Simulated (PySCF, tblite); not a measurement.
# C₆H₉B+ (doublet): geometry, infrared bands and EPR parameters

Wanted: the infrared bands and EPR parameters of C₆H₉B+ (doublet) (`[CH2+][C]1C=C(C)BC1`), by calculation.

Computed with tblite 0.8.0 and PySCF 2.14.0, with density-fitted response routines of our own, on a single molecule in the gas phase. Atoms count from 0, in the outputs and in this text.

**1. The starting structure**

16 atoms, charge 1, multiplicity 2; geometry from: force field or distance geometry start.

Bonds of the start (Å): C0–C1 1.48, C1–C2 1.52, C2–C3 1.33, C3–C4 1.50, C3–B5 1.54, B5–C6 1.57, C6–C1 1.54, C0–H7 1.09, C0–H8 1.08, C2–H9 1.08, C4–H10 1.11, C4–H11 1.11, C4–H12 1.11, B5–H13 1.18, C6–H14 1.11, C6–H15 1.10.

**2. Geometry optimisation with GFN2-xTB**

The job: settings as JSON, then the geometry in Å.

```
{"job": {"kind": "relax", "xc": "GFN2-xTB", "basis": "xTB"}, "charge": 1, "multiplicity": 2}
C     -2.169200     1.015900     0.754600
C     -1.325500    -0.198600     0.622400
C      0.114500     0.118300     0.987200
C      0.969900    -0.111900    -0.002600
C      2.454200     0.032900     0.133300
B      0.216800    -0.705500    -1.208500
C     -1.305300    -0.752700    -0.809900
H     -3.024500     1.016600     1.429100
H     -1.953600     1.906200     0.175500
H      0.399500     0.494700     1.963200
H      2.698200     0.915800     0.751500
H      2.904300     0.174100    -0.876400
H      2.880700    -0.874600     0.602300
H      0.705600    -1.080500    -2.220600
H     -1.665800    -1.797900    -0.808200
H     -1.907400    -0.143800    -1.504100
```

Run with:

```
OMP_NUM_THREADS=1 python probes_run.py task.json out
```

The driver reads the jobs from task.json and runs them one after another.

What it wrote:

```text
step      E/eV     max force
  0    -491.02031    4.840
  1    -491.49451    3.195
  2    -491.75606    1.725
  3    -491.91385    1.116
  4    -491.99322    0.950
  5    -492.05147    0.986
  6    -492.18716    1.166
  7    -492.26550    0.985
  8    -492.36914    0.912
  9    -492.45244    0.929
 10    -492.56154    0.869
 11    -492.68982    1.091
 12    -492.81392    0.941
 13    -492.87437    0.629
 14    -492.91889    0.767
 15    -492.97331    0.949
 16    -493.02661    0.652
 17    -493.12035    0.775
 18    -493.15606    0.788
 19    -493.23226    0.727
 20    -493.27472    0.501
 21    -493.29729    0.687
 22    -493.32524    0.463
 23    -493.34795    0.481
 24    -493.37033    0.240
 25    -493.38027    0.256
 26    -493.38900    0.286
 27    -493.39728    0.295
 28    -493.40402    0.220
 29    -493.40936    0.150
 30    -493.41429    0.152
 31    -493.41955    0.201
 32    -493.42486    0.252
 33    -493.42916    0.205
 34    -493.43172    0.268
 35    -493.43626    0.181
 36    -493.44213    0.166
 37    -493.45147    0.181
 38    -493.45683    0.170
 39    -493.46141    0.141
 40    -493.46461    0.155
 41    -493.46802    0.145
 42    -493.47191    0.183
 43    -493.47586    0.166
 44    -493.47987    0.153
 45    -493.48391    0.137
 46    -493.48909    0.148
 47    -493.49328    0.169
 48    -493.49664    0.170
 49    -493.49915    0.164
 50    -493.50189    0.149
 51    -493.50460    0.104
 52    -493.50670    0.100
 53    -493.50815    0.076
 54    -493.50938    0.101
 55    -493.51063    0.090
 56    -493.51178    0.073
 57    -493.51258    0.061
 58    -493.51311    0.045
 59    -493.51358    0.048
 60    -493.51407    0.045
 61    -493.51450    0.050
 62    -493.51483    0.046
 63    -493.51515    0.048
 64    -493.51553    0.056
 65    -493.51595    0.047
 66    -493.51628    0.048
 67    -493.51652    0.045
 68    -493.51676    0.041
 69    -493.51709    0.044
 70    -493.51748    0.050
 71    -493.51783    0.042
 72    -493.51810    0.042
 73    -493.51834    0.047
 74    -493.51868    0.061
 75    -493.51915    0.061
 76    -493.51970    0.048
 77    -493.52025    0.054
 78    -493.52077    0.059
 79    -493.52127    0.050
 80    -493.52173    0.051
 81    -493.52213    0.054
 82    -493.52258    0.066
 83    -493.52318    0.078
 84    -493.52399    0.073
 85    -493.52462    0.045
 86    -493.52506    0.046
 87    -493.52545    0.058
 88    -493.52601    0.072
 89    -493.52669    0.062
 90    -493.52724    0.051
 91    -493.52758    0.051
 92    -493.52802    0.067
 93    -493.52862    0.079
 94    -493.52927    0.059
 95    -493.52963    0.041
 96    -493.52981    0.031
 97    -493.52992    0.030
 98    -493.53013    0.026
 99    -493.53029    0.028
100    -493.53042    0.024
101    -493.53050    0.022
102    -493.53056    0.020
103    -493.53062    0.020
104    -493.53067    0.018
105    -493.53071    0.014
106    -493.53074    0.011
107    -493.53077    0.012
108    -493.53079    0.010
109    -493.53080    0.011
110    -493.53081    0.011
111    -493.53083    0.011
112    -493.53087    0.017
113    -493.53092    0.019
114    -493.53096    0.012
115    -493.53100    0.018
116    -493.53103    0.021
117    -493.53108    0.022
118    -493.53114    0.025
119    -493.53120    0.017
120    -493.53123    0.010
121    -493.53125    0.013
122    -493.53127    0.016
123    -493.53130    0.017
124    -493.53135    0.032
125    -493.53143    0.024
126    -493.53150    0.015
127    -493.53153    0.015
128    -493.53156    0.013
129    -493.53159    0.014
130    -493.53163    0.021
131    -493.53167    0.020
132    -493.53171    0.018
133    -493.53174    0.015
134    -493.53176    0.009
```

Wall time 0.62 s (1 thread of Arm Neoverse V2, shared host).

Step by step: (not every step is listed)

```tsv
step	energy from step 0 (eV)	largest force (eV/Å)
0	0.0000	4.8404
1	-0.4742	3.1952
2	-0.7357	1.7247
3	-0.8935	1.1160
4	-0.9729	0.9497
5	-1.0312	0.9862
6	-1.1669	1.1657
7	-1.2452	0.9854
8	-1.3488	0.9122
20	-2.2544	0.5010
32	-2.4046	0.2516
44	-2.4596	0.1525
56	-2.4915	0.0733
68	-2.4964	0.0406
80	-2.5014	0.0510
92	-2.5077	0.0674
104	-2.5104	0.0179
116	-2.5107	0.0210
128	-2.5113	0.0127
129	-2.5113	0.0144
130	-2.5113	0.0210
131	-2.5114	0.0196
132	-2.5114	0.0182
133	-2.5114	0.0148
134	-2.5115	0.0091
```

Distances of close pairs at the start and the end, largest changes first:

```tsv
bond	before (Å)	after (Å)	change (Å)
C0–C1	1.485	1.362	-0.123
C1–C2	1.519	1.423	-0.095
C2–C3	1.328	1.389	+0.060
C3–C4	1.498	1.460	-0.037
C1–C6	1.536	1.502	-0.034
C3–B5	1.541	1.569	+0.028
B5–H13	1.185	1.160	-0.024
C4–H10	1.105	1.088	-0.017
```

The next job starts from the end point, and lists it.

**3. Harmonic vibrations with GFN2-xTB**

The job: settings as JSON, then the geometry in Å.

```
{"job": {"kind": "ir", "xc": "GFN2-xTB", "basis": "xTB"}, "charge": 1, "multiplicity": 2}
C     -2.303275     0.954623     0.779925
C     -1.204189     0.318933     0.286702
C      0.122298     0.512536     0.765425
C      1.065616    -0.107635    -0.043145
C      2.482390    -0.227082     0.288842
B      0.312371    -0.652784    -1.306649
C     -1.212217    -0.637765    -0.871184
H     -2.247744     1.577727     1.658971
H     -3.270157     0.851856     0.312596
H      0.349525     1.089178     1.649455
H      2.720845     0.093650     1.300336
H      3.057233     0.365958    -0.433114
H      2.837406    -1.247655     0.119619
H      0.728981    -0.885454    -2.364416
H     -1.506759    -1.630777    -0.519221
H     -1.939924    -0.366366    -1.635553
```

What it wrote:

```text
mode    cm-1     km/mol
  1     100.7      7.46
  2     123.0      7.81
  3     138.5      0.72
  4     251.0      1.78
  5     323.9      8.55
  6     386.3      6.34
  7     432.0     15.33
  8     449.5     23.98
  9     525.3     14.93
 10     575.2      6.73
 11     619.0      9.40
 12     747.3     95.87
 13     807.9      6.50
 14     812.8     21.55
 15     841.4      7.10
 16     893.1     47.85
 17     905.0      2.30
 18     911.1      1.97
 19     932.2      9.51
 20     984.6     26.17
 21     995.8     16.95
 22    1031.4      9.71
 23    1155.9     32.91
 24    1178.5     25.74
 25    1254.1     22.57
 26    1302.2      3.40
 27    1311.3    442.33
 28    1332.6     53.01
 29    1357.8     31.26
 30    1387.4     53.66
 31    1402.2     37.63
 32    1461.6     74.07
 33    1530.2     63.56
 34    2735.1      7.39
 35    2914.1     36.12
 36    2953.9      4.10
 37    2974.0     72.55
 38    3019.2      1.09
 39    3048.1      2.93
 40    3086.8     42.35
 41    3091.5      1.23
 42    3124.4      2.98
```

Run time: 0.36 s. Hardware: 1 thread of Arm Neoverse V2, shared host.

Which atoms move in the most intense modes:

```tsv
cm⁻¹	km/mol	atoms
747	95.9	B5 23 %, C6 19 %, H14 16 %, H15 15 %
893	47.9	H7 26 %, H8 24 %, C0 18 %
1311	442.3	H12 41 %, H11 33 %, C4 14 %
1333	53.0	H10 48 %, H11 25 %, H12 14 %
1387	53.7	H15 46 %, H14 39 %
1462	74.1	C3 32 %, C2 18 %, H12 16 %, H10 15 %
1530	63.6	C1 56 %, C0 32 %
2974	72.5	H12 81 %, H11 13 %
```

**4. EPR parameters: B3LYP/pcH-1**

Settings changed since step 3:

```diff
@@ -1,2 +1,2 @@
-{"job": {"kind": "ir", "xc": "GFN2-xTB", "basis": "xTB"}, "charge": 1, "multiplicity": 2}
+{"job": {"kind": "epr", "basis": "pcH-1"}, "charge": 1, "multiplicity": 2}
 C     -2.303275     0.954623     0.779925
```

Method: UKS B3LYP, pcH-1 on B C H, non-relativistic, mean-field spin-orbit, GIAO.

What it wrote:

```text
UKS, coarse grid
  cycle   1  E = -258.56021698  |g| = 2.53e-01
  cycle   2  E = -258.55101535  |g| = 2.83e-01
  cycle   3  E = -258.59142491  |g| = 5.86e-02
  cycle   4  E = -258.59256789  |g| = 4.11e-02
  cycle   5  E = -258.59351878  |g| = 9.86e-03
  cycle   6  E = -258.59358191  |g| = 3.88e-03
  cycle   7  E = -258.59360014  |g| = 2.15e-03
  cycle   8  E = -258.59360554  |g| = 9.53e-04
UKS, final grid
  cycle   1  E = -258.59356328  |g| = 1.20e-03
  cycle   2  E = -258.59356246  |g| = 1.82e-03
  cycle   3  E = -258.59356408  |g| = 1.77e-04
  cycle   4  E = -258.59356410  |g| = 7.42e-05
  cycle   5  E = -258.59356411  |g| = 5.32e-05
  cycle   6  E = -258.59356412  |g| = 1.80e-05
E = -258.59356412 Eh   <S^2> = 0.7653 (exact 0.7500)
g shifts (ppm)      1          2          3
  rmc          -132       -132       -132
  gc             16         10         30
  oz_so          53        199       1127
  total         -64         77       1025
hyperfine (MHz)  atom isotope    a_iso     a_fc   dipolar eigenvalues
    0   13C      38.91      38.91    -43.59    -43.15     86.74
    1   13C     -15.52     -15.52     -8.05     -1.14      9.19
    2   13C      -2.28      -2.28     -8.93     -6.26     15.19
    3   13C      15.41      15.41    -25.11    -23.60     48.71
    4   13C      -8.35      -8.35     -3.75     -2.29      6.04
    5   11B      -7.87      -7.87     -5.90     -2.04      7.94
    6   13C       4.41       4.41     -2.65     -1.88      4.53
    7    1H     -32.08     -32.08    -19.80     -3.01     22.81
    8    1H     -32.56     -32.56    -20.25     -2.92     23.17
    9    1H      -4.23      -4.23     -3.73     -2.13      5.86
   10    1H      -0.99      -0.99     -2.24     -1.22      3.46
   11    1H      95.53      95.53     -3.77     -1.17      4.95
   12    1H      57.16      57.16     -3.63     -2.45      6.08
   13    1H       9.08       9.08     -2.79     -1.91      4.69
   14    1H      -6.54      -6.54     -2.59     -0.25      2.83
   15    1H      -5.26      -5.26     -3.35     -0.05      3.41
```

It took 57 s on 1 thread of Arm Neoverse V2, shared host; peak memory 1.1 GiB.

Principal g values 2.00226, 2.00240, 2.00334; g(iso) = 2.00267, against 2.00232 for a free electron.

Mean a(iso) over the nuclei that a row names, and the largest dipolar term of the row (other rows stand at the frozen geometry):

```tsv
nuclei	isotope	a(iso) (MHz)	a(iso) (G, at g = 2.0023)	largest dipolar term (MHz)
H10, H11, H12	1H	50.6	18.0	6.1
C0	13C	38.9	13.9	86.7
H7, H8	1H	-32.3	-11.5	23.2
C1	13C	-15.5	-5.5	9.2
C3	13C	15.4	5.5	48.7
H13	1H	9.1	3.2	4.7
C4	13C	-8.3	-3.0	6.0
B5	11B	-7.9	-2.8	7.9
H14, H15	1H	-5.9	-2.1	3.4
C6	13C	4.4	1.6	4.5
H9	1H	-4.2	-1.5	5.9
C2	13C	-2.3	-0.8	15.2
```

Mulliken spin populations:

C0 0.55; C1 0.01; C2 0.07; C3 0.32; C4 -0.01; B5 0.04; C6 0.02; H7 -0.02; H8 -0.02; H9 0.00; H10 0.00; H11 0.04; H12 0.02; H13 0.00; H14 0.00; H15 0.00

In first order the couplings over 0.8 MHz of 1H, 11B give 576 distinct lines over 94.6 G, if the averaged nuclei exchange fast.

The fields below are evaluated on a grid from the run's orbitals.

ELF in a plane through or near 11 of the atoms.

Ten even steps from '0' (0.00) to '9' (1.00):
```
0000000000000000000000000000
0000000000000000000000000000
0000000000000000000000000000
0000000000001320000210000000
0000000110007992007995000000
0000016994019996029999200000
0000028998019995039998100000
0000016997115655236575210000
0000014525758349486569992000
0000026525835867638599995000
0000015645626516872179992000
0000012321599556762003530000
0000000000343795288600000000
0000000002796376799950000000
0000000007999732699940000000
0000000018999700045300000000
0000000004999400000000000000
0000000000011000000000000000
0000000000000000000000000000
0000000000000000000000000000
```
The map spans 11.9 Å across and 9.9 Å up, centred on the molecule. Atoms in the plane (x, y in Å): C0 (2.5, 0.9), C1 (1.3, 0.3), C2 (0.0, 0.9), C3 (-1.1, 0.0), C4 (-2.5, 0.4), B5 (-0.5, -1.4), C6 (1.1, -1.2), H7 (2.5, 2.0), H8 (3.4, 0.3), H9 (-0.1, 2.0), H15 (1.8, -1.8).

log10 of the density (e/Å³) in the same plane.

Ten even steps from '0' (-4.0) to '9' (1.5):
```
0000000000000000000000000000
0000000000000000000000000000
0000000000000000000000000000
0000000111112332122222100000
0000012222234443334443210000
0000123444345665445665320000
0001234565456775456775421000
0001345676556776667776532100
0002356787777887778977643100
0012356797798777987777643100
0012346666787767776566542100
0001345555677767776544431000
0001233444568877876543210000
0000012234567766777542100000
0000001234566655665432000000
0000000123455544444321000000
0000000012344432222210000000
0000000001222211100000000000
0000000000011100000000000000
0000000000000000000000000000
```
The map spans 11.9 Å across and 9.9 Å up, centred on the molecule. Atoms in the plane (x, y in Å): C0 (2.5, 0.9), C1 (1.3, 0.3), C2 (0.0, 0.9), C3 (-1.1, 0.0), C4 (-2.5, 0.4), B5 (-0.5, -1.4), C6 (1.1, -1.2), H7 (2.5, 2.0), H8 (3.4, 0.3), H9 (-0.1, 2.0), H15 (1.8, -1.8).

On the surface of density 0.002 e/bohr³ the electrostatic potential runs, from the 1st to the 99th percentile, from 3.71 to 5.80 V.

The spin density lies nearest to C0 36 %; C3 22 %; C1, C2 about 8 % each.

**5. What came out**

| quantity | value |
| --- | --- |
| strongest single infrared mode (GFN2-xTB) | 1311 cm⁻¹, 442 km/mol |
| zero-point energy (GFN2-xTB) | 79.2 kcal/mol |
| g(iso) (B3LYP) | 2.00267 |
| ⟨S²⟩ | 0.765 (exact 0.75) |
| largest a(iso) (averaged by class) | 1H on H10, H11, H12, 50.6 MHz |

In words: Over 134 steps the energy fell by 2.511 eV; of the close pairs, C0–C1 changed most, 1.485 to 1.362 Å. All 42 modes are real, so the xTB geometry is a minimum. The strongest single mode, at 1311 cm⁻¹, moves mainly H12 and H11. Unscaled tight-binding wavenumbers are off by several per cent, some by more. Its intensities can rank the bands wrongly. The largest share of the spin, 0.55 e, sits on C0. The isotropic g lies 0.3 ppt above the free-electron value.
